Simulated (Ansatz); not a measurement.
# CH4ClFSSi: how energies converge with the basis set

The task here is to estimate one member of a computed series from the others.

Method: one geometry, several basis sets; program: Ansatz 0.2.0, Gaussian basis.

The runs, in order: PBE0-D4/def2-SVP; ωB97M-V/def2-SVP; PBE0-D4/def2-QZVPP; ωB97M-V/def2-QZVPP; the functionals' def2-TZVPP values are taken from earlier runs.

### The geometry

All runs share one geometry, relaxed beforehand with PBE0-D4 in a triple-zeta def2 set.

SMILES `C[Si](F)(S)Cl`, 9 atoms, charge 0, spin multiplicity 1.

Atoms are counted from 1 here; the program's logs count them from 0.

Bond lengths: C1–Si2 1.843 Å, C1–H6 1.092 Å, C1–H7 1.093 Å, C1–H8 1.091 Å, Si2–F3 1.593 Å, Si2–S4 2.117 Å, Si2–Cl5 2.040 Å, S4–H9 1.346 Å. Angles: Si2–C1–H6 110.0°, Si2–C1–H7 110.4°, Si2–C1–H8 110.5°, H6–C1–H7 108.4°, H6–C1–H8 108.9°, H7–C1–H8 108.6°, C1–Si2–F3 107.8°, C1–Si2–S4 114.8°, C1–Si2–Cl5 111.2°, F3–Si2–S4 110.1°, F3–Si2–Cl5 107.5°, S4–Si2–Cl5 105.2°, Si2–S4–H9 93.0°.

Geometry (Å):

```
atom    x (Å)    y (Å)    z (Å)
  C1  -0.2279  -0.9232  -0.7252
 Si2   0.5361   0.4805   0.1932
  F3   1.5800  -0.1275   1.2313
  S4  -0.8391   1.7369   1.1984
 Cl5   1.5671   1.7122  -1.0651
  H6   0.5486  -1.5156  -1.2145
  H7  -0.7774  -1.5727  -0.0395
  H8  -0.9195  -0.5521  -1.4830
  H9  -1.3793   0.7151   1.8874
```

Set-up of the first run:

Input file in.yaml:

```yaml
crystal:
  periodic: [false, false, false]
  atoms:
    - {symbol: C, position_ang: [-0.227948, -0.923190, -0.725247]}
    - {symbol: Si, position_ang: [0.536138, 0.480454, 0.193224]}
    - {symbol: F, position_ang: [1.580012, -0.127508, 1.231285]}
    - {symbol: S, position_ang: [-0.839127, 1.736941, 1.198375]}
    - {symbol: Cl, position_ang: [1.567069, 1.712151, -1.065146]}
    - {symbol: H, position_ang: [0.548600, -1.515623, -1.214471]}
    - {symbol: H, position_ang: [-0.777376, -1.572727, -0.039543]}
    - {symbol: H, position_ang: [-0.919507, -0.552073, -1.483013]}
    - {symbol: H, position_ang: [-1.379258, 0.715074, 1.887437]}
basis:
  gaussian: {orbitals: def2-SVP}
hamiltonian: {xc: pbe0, dispersion: d4}
output: {orbitals: {seedname: orbitals}}
```

Steps of the session up to this table: PBE0-D4 in def2-SVP; ωB97M-V in def2-SVP; PBE0-D4 in def2-QZVPP; ωB97M-V in def2-QZVPP.

One of the session's tables, all rows but one given; the rest of the session is left out.

It belongs to the step «Functionals by basis». 

```
functional       basis  HOMO (eV)  LUMO (eV)
   PBE0-D4    def2-SVP      -7.85       0.59
   PBE0-D4  def2-TZVPP          ?          ?
   PBE0-D4  def2-QZVPP      -8.00      -0.06
   ωB97M-V    def2-SVP     -10.03       2.51
   ωB97M-V  def2-TZVPP     -10.18       1.94
   ωB97M-V  def2-QZVPP     -10.22       1.31
```

**Question.** Estimate the row for PBE0-D4, def2-TZVPP.

The run gave: HOMO (eV): -7.96; LUMO (eV): 0.20. In the column «HOMO (eV)» it lies between PBE0-D4, def2-QZVPP (-8.00) and PBE0-D4, def2-SVP (-7.85).
